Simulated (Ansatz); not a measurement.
# Ti in Ansatz: reference runs

Aim: a first look at Ti with PBE, on the cell as given.

All numbers are computed with Ansatz 0.2.0; they aren't measurements. Logs are shortened: lines on timing, memory, paths and dates and some standing lists are left out, and cuts for length are marked.

### 1 The cell of the first run

The cell holds a slab with vacuum, 6 atoms: a = 2.950 Å, b = 2.950 Å, c = 26.715 Å, α = 90.00°, β = 90.00°, γ = 120.00°.

### 2 Single point, PBE (the (0 0 1) slab of Ti, cut from the database cell, not relaxed)

Contents of input.yaml:

```yaml
crystal:
  lattice:
    - [2.9499978604, 0.0, 0.0]
    - [-1.4749989302, 2.5547730882, 0.0]
    - [0.0, 0.0, 26.715]
  atoms:
    - { symbol: Ti, position: [0.6666666667, 0.3333333334, 0.2807411567] }
    - { symbol: Ti, position: [0.3333333333, 0.6666666666, 0.368444694] }
    - { symbol: Ti, position: [0.6666666667, 0.3333333334, 0.4561482313] }
    - { symbol: Ti, position: [0.3333333333, 0.6666666666, 0.5438517687] }
    - { symbol: Ti, position: [0.6666666667, 0.3333333334, 0.631555306] }
    - { symbol: Ti, position: [0.3333333333, 0.6666666666, 0.7192588433] }
hamiltonian:
  xc: pbe
  pseudopotentials: { kind: paw }
kpoints:
  mp_grid: { grid: [10, 10, 1] }
scf:
  occupations: { method: fermi_dirac, width: 0.05 }
output:
  forces: true
  eigenvalues: true
  write_density: true
  write_potential: true
  elf: true
  volumetric_format: npy
efield:
  axis: 3
  dipole_correction: true
  ramp_width: 0.04
```

Potentials or basis: Ansatz PAW.

The run is started by

```bash
$ ansatz run input.yaml --threads 4 --pin off --max-ram 11264MiB --backend cpu --events-out ev --progress --plain --runs-dir out
```

Log:

```text
Warning: RAYON_NUM_THREADS=4 ignored (pool sized by the plan → 4); use --threads N
Engine: ansatz 0.2.0, aarch64-unknown-linux-gnu
Pseudopotentials: kind: paw
Pseudopotential: Ti, paw, valence charge 12, recommended cutoff 420 eV (normal), Ti.paw.azcp
Functional definition: PBE
  parameter kappa = 0.804
  parameter beta = 0.06672455060314922
  exchange = pbe_x(kappa = kappa, mu = beta*pi^2/3)
  correlation = pbe_c(beta = beta)
Crystal: 6 atoms, lattice volume = 201.340 Å³
Basis set: ecut = 420 eV, 3869 PW (Γ), exchange–correlation on 40×40×360 points (8 copies of the dense FFT grid, shifted against one another)
Bands: 44, of which v1, the nominal top of the filled ones, is band 36 counted from 1 (35 counted from 0)
Symmetry: 6 space group operations
k-points: 14 of 100 (time reversal used)
Non-local potential: Ti, projectors of the file, l = 0: 3, l = 1: 2, l = 2: 3, l = 3: 1
PAW form: soft (Blöchl's): semilocal exchange-correlation on the pseudo side does not see the compensation charge
PAW one-centre angular grid: Ti, 590 points (default); XC on 64 Gauss nodes
Initial density: superposition of atomic densities (neutral atoms: chi_scale 0, normalization atom), corrected by the library's trained network
Initial wavefunctions: pseudopotential atomic-orbital guess
Functional: x = pbe(κ = 0.804, μ = 0.2195149727645171), c = pbe(β = 0.06672455060314922)
SCF iter   1: F=—  HF=-14996.086684 eV  |F-HF|=—  |Δ(HF+E_count)|=         —  Δρ=1.05e-2  dr2=3.69e0  ethr=1.77e-3  p=-0.000 e·Å  D=-5.76e-14 V/Å  ΔV_dip=0.00 eV  dr2_dipole=2.27e-8  V_vac-E_F(+/−)=4.13/4.13 eV  ⟨swp⟩=9.7  Hψ=2935  notcnv=0
efield: sawtooth ramp at fractional position 0.9800 (placed from the atoms, in the widest stretch of the axis that holds none; the zero of the levels goes with the place), width 0.0400; the density the first Hamiltonian is built on has a dipole p = -0.000 e·Å; the dipole correction subtracts the counter field D = -5.76e-14 V/Å, which shifts the + side's vacuum level by +0.00 eV against the − side's; the planar-averaged density in the ramp window peaks in size at 1.3e-4 e/Å³
preconditioner: auto → LDOS  [metal: Δε(μ)=0.032 eV  Ē_g=2.195 eV  σ=0.050 eV  W_gap=0.16  n_scr=18 (ndim 8)  ℏωp=12.8 eV  f_vac=0.417  D(μ)=10.59/eV (n_scr^D=116)  β→1.0]
SCF iter   2: F=—  HF=-14996.051888 eV  |F-HF|=—  |Δ(HF+E_count)|=   3.48e-2  Δρ=3.57e-3  dr2=1.80e-1  ethr=1.77e-3  p=0.000 e·Å  D=1.11e-5 V/Å  ΔV_dip=-0.00 eV  dr2_dipole=1.22e-10  V_vac-E_F(+/−)=4.36/4.36 eV  ⟨swp⟩=1.3  Hψ=739  notcnv=0
SCF iter   3: F=—  HF=-14996.049412 eV  |F-HF|=—  |Δ(HF+E_count)|=   2.48e-3  Δρ=7.47e-4  dr2=1.70e-3  ethr=2.51e-4  p=0.000 e·Å  D=1.02e-5 V/Å  ΔV_dip=-0.00 eV  dr2_dipole=1.93e-8  V_vac-E_F(+/−)=4.37/4.37 eV  ⟨swp⟩=2.4  Hψ=780  notcnv=0
SCF iter   4: F=—  HF=-14996.049250 eV  |F-HF|=—  |Δ(HF+E_count)|=   1.62e-4  Δρ=2.43e-4  dr2=2.31e-4  ethr=2.37e-6  p=0.000 e·Å  D=6.21e-6 V/Å  ΔV_dip=-0.00 eV  dr2_dipole=3.68e-9  V_vac-E_F(+/−)=4.40/4.40 eV  ⟨swp⟩=2.7  Hψ=924  notcnv=0
SCF iter   5: F=—  HF=-14996.049321 eV  |F-HF|=—  |Δ(HF+E_count)|=   7.08e-5  Δρ=1.54e-4  dr2=1.06e-4  ethr=3.21e-7  p=0.000 e·Å  D=3.43e-6 V/Å  ΔV_dip=-0.00 eV  dr2_dipole=7.35e-11  V_vac-E_F(+/−)=4.41/4.41 eV  ⟨swp⟩=2.0  Hψ=776  notcnv=0
SCF iter   6: F=—  HF=-14996.049324 eV  |F-HF|=—  |Δ(HF+E_count)|=   3.25e-6  Δρ=4.05e-5  dr2=7.08e-6  ethr=1.48e-7  p=0.000 e·Å  D=2.11e-6 V/Å  ΔV_dip=-0.00 eV  dr2_dipole=1.25e-10  V_vac-E_F(+/−)=4.42/4.42 eV  ⟨swp⟩=1.8  Hψ=694  notcnv=0
SCF iter   7: F=—  HF=-14996.049303 eV  |F-HF|=—  |Δ(HF+E_count)|=   2.16e-5  Δρ=1.39e-5  dr2=1.06e-6  ethr=9.83e-9  p=0.000 e·Å  D=6.94e-7 V/Å  ΔV_dip=-0.00 eV  dr2_dipole=2.28e-12  V_vac-E_F(+/−)=4.42/4.42 eV  ⟨swp⟩=2.1  Hψ=758  notcnv=0
SCF iter   8: F=-14996.049303 eV  HF=-14996.049303 eV  |F-HF|=3.43e-8  |Δ(HF+E_count)|=   2.49e-7  Δρ=5.22e-6  dr2=9.14e-8  ethr=1.39e-10  p=0.000 e·Å  D=9.97e-8 V/Å  ΔV_dip=-0.00 eV  dr2_dipole=2.43e-13  V_vac-E_F(+/−)=4.42/4.42 eV  ⟨swp⟩=12.6  Hψ=5058  notcnv=0
SCF 1 converged in 8 iterations: F = -14996.049303 eV  dr2 = 9.14e-8
WARN: The output density's exchange-correlation potential varies sharply where the density is thin. Do not read a vacuum level from v_tot or v_xc, or from such a field of the output density. On a cell that repeats whose density bears no net charge and no dipole along the vacuum's axis use v_es (v_loc + v_h of the components); under efield.dipole_correction with no amplitude use v_es + v_field, which holds any external_charges[].barrier, or the levels of the report's work_function block, which leave it out; under a non-zero efield.amplitude the vacuum is tilted and has no level; on a cell that repeats and bears such a dipole with no correction it is tilted too, and efield.dipole_correction with no amplitude gives each side of its ramp a level where efield: is served; in a cell that repeats whose density bears a net charge (total_charge, or a fill off its count) it is curved and has none; of a slab under crystal.periodic whose density bears no net charge use v_es, which has a level on each side, short of where the two are joined; of another it falls or rises all the way out and has none; of a slab beside external_charges read slab_vacuum_level instead, which it has where they leave it neutral. The grid or the basis barely resolves most such structure, and the values can differ between equally converged runs; as a rule a tighter scf.convergence.dr2_threshold does not remove it. Where the density itself ripples (under the LDA too) a higher basis.ecutwfc lessens it. The files hold the spikes' plane waves up to the density's cutoff. Files: v_tot_of_output_density and the like, and their columns of v_z.tsv (output.write_potential); v_xc_of_output_density and the like, and their columns of v_comp_z.tsv (output.write_potential_components). Measured: with its Gaussian average of σ = 0.25 Å subtracted twice, the exchange-correlation potential is over 0.1 eV at 1991 of the grid points where the equally averaged density (valence and model cores) is under 1e-3 e/Å³, and 1.26 eV at the most among them, at an averaged density of 1.4e-7 e/Å³. The input density's (outcome.potential() and, of a run that writes arrays, v_tot and v_xc) is over 0.1 eV, so measured, at 24 points of its own thin density, 0.138 eV at the most. See output.write_potential in the manual, Limitations
SCF converged after 8 iterations
Free energy (F): -14996.049303 eV
Harris-Foulkes:  -14996.049303 eV  (|F-HF|=3.43e-8)
Internal energy: -14995.963419 eV  (E = F + TS)
E sigma→0 (E₀):  -14996.006361 eV
Entropy (-TS):   -0.085884 eV (-14.314 meV/atom)
Fermi energy:    4.936780 eV
Dipole field:    D = 0.000001 V/Å  (p = 0.000001 e·Å, saw-weighted, corrected)
Work function:   Φ+ = 4.4228 eV   Φ− = 4.4228 eV
Levels:          The Fermi level and band energies are counted from a zero that moves with the ramp; work functions are not
--- Per-component energies (eV) ---
  E_band       = -1552.247221
  E_kinetic    = 1627.947373
  E_local      = -68469.318890  (includes V_loc(G=0)·N_el)
  E_nonlocal   = 50.146995
  E_hartree    = 33495.410976
  E_xc         = -581.124257
  E_vxc        = -726.622804  (∫ρ·V_xc dr)
  E_paw        = -6285.487021  (= ΣΔE_a)
  E_vpaw       = -1025.283897  (= ΣTr[D̂ρ^β])
  E_aug_tail   = 0.000719  (compensation charges beyond the density's cutoff)
  E_efield     = 0.000000  (sawtooth field / dipole correction)
  E_vefield    = 0.000000  (∫n·V_field dr)
  E_ewald      = 25166.460687
  E_smearing   = -0.085884  (= −TS)
  E_closure    = -0.000000  (closes the sum)
  Σ components = -14996.049303   (vs F -14996.049303, Δ=0.00e0)
--- Forces (eV/Å), atoms counted from 1 ---
  atom   1  Ti    -0.00000000     0.00000000     0.61430034
  atom   2  Ti     0.00000000    -0.00000000    -0.59099207
  atom   3  Ti     0.00000000     0.00000000     0.07118580
  atom   4  Ti     0.00000000    -0.00000000    -0.07118548
  atom   5  Ti     0.00000000     0.00000000     0.59099193
  atom   6  Ti     0.00000000    -0.00000000    -0.61430097
  max |Σ_I F_I| component: 4.39e-7 eV/Å
--- Band table (eV; the first three rows and the last of 14) ---
  k-point 0: bands = ["-52.0090", "-52.0089", "-51.8671", "-51.8259", "-51.7845", "-51.7616", "-28.4736", "-28.4399", "-28.3298", "-28.1394", "-27.9796", "-27.9796", "-27.9795", "-27.9795", "-27.9479", "-27.8428", "-27.8428", "-27.8356", "-27.8164", "-27.8164", "-27.7872", "-27.7872", "-27.7660", "-27.7660", "-1.0082", "-0.4730", "0.2763", "1.1299", "1.8556", "2.2295", "4.8273", "4.8466", "5.1279", "5.2143", "5.4860", "5.5352", "5.6099", "5.6099", "5.6165", "5.6165", "5.7067", "5.7067", "5.7283", "5.7369"]
  k-point 1: bands = ["-52.0021", "-52.0021", "-51.8585", "-51.8189", "-51.7791", "-51.7575", "-28.4570", "-28.4286", "-28.3240", "-28.1464", "-28.0303", "-28.0201", "-27.9900", "-27.9900", "-27.9534", "-27.8839", "-27.8559", "-27.8516", "-27.8480", "-27.8272", "-27.8119", "-27.8032", "-27.7955", "-27.7724", "-0.7368", "-0.2107", "0.5277", "1.3743", "2.0963", "2.4557", "4.7024", "4.7506", "4.9592", "5.0697", "5.1596", "5.3427", "5.3793", "5.4815", "5.5242", "5.6895", "5.7541", "5.7713", "5.8758", "5.8804"]
  k-point 2: bands = ["-51.9842", "-51.9842", "-51.8356", "-51.8004", "-51.7652", "-51.7471", "-28.4139", "-28.4003", "-28.3120", "-28.1889", "-28.1441", "-28.1132", "-28.0173", "-28.0172", "-28.0158", "-27.9825", "-27.9344", "-27.9149", "-27.8889", "-27.8672", "-27.8549", "-27.8432", "-27.8175", "-27.7902", "0.0241", "0.5132", "1.2013", "2.0040", "2.7012", "3.0045", "4.2292", "4.3451", "4.5623", "4.6753", "4.8077", "4.9912", "5.0237", "5.2408", "5.5042", "5.5383", "5.7862", "5.8353", "6.0382", "6.0514"]
  k-point 13: bands = ["-51.9292", "-51.9292", "-51.7499", "-51.7422", "-51.7276", "-51.7272", "-28.3500", "-28.3482", "-28.3307", "-28.3305", "-28.2725", "-28.2696", "-28.2339", "-28.2243", "-28.1819", "-28.1262", "-28.1053", "-28.1023", "-28.0581", "-28.0037", "-27.9886", "-27.9604", "-27.9113", "-27.8995", "3.3486", "3.4115", "3.4239", "3.4921", "3.4931", "3.6741", "3.7968", "3.8539", "4.0176", "4.2304", "4.3756", "4.6906", "4.7955", "4.9901", "4.9957", "5.0828", "5.0946", "5.2909", "5.3340", "6.3464"]
```

Wall time 3.5 s (4 threads of Arm Neoverse V2, shared host); peak memory 0.53 GiB.

Results:

```
Free energy                     : -14996.0493 eV
Largest force                   : 0.614 eV/Å
Band gap on the k mesh          : none (metal or under the smearing width)
Work function of the upper face : 4.42 eV
Work function of the lower face : 4.42 eV
Dipole across the slab          : 0.000 e·Å
```

Forces on the atoms (eV/Å):
```
Ti   0.000  0.000  0.614
Ti   0.000  0.000 -0.591
Ti   0.000  0.000  0.071
Ti   0.000  0.000 -0.071
Ti   0.000  0.000  0.591
Ti   0.000  0.000 -0.614
```
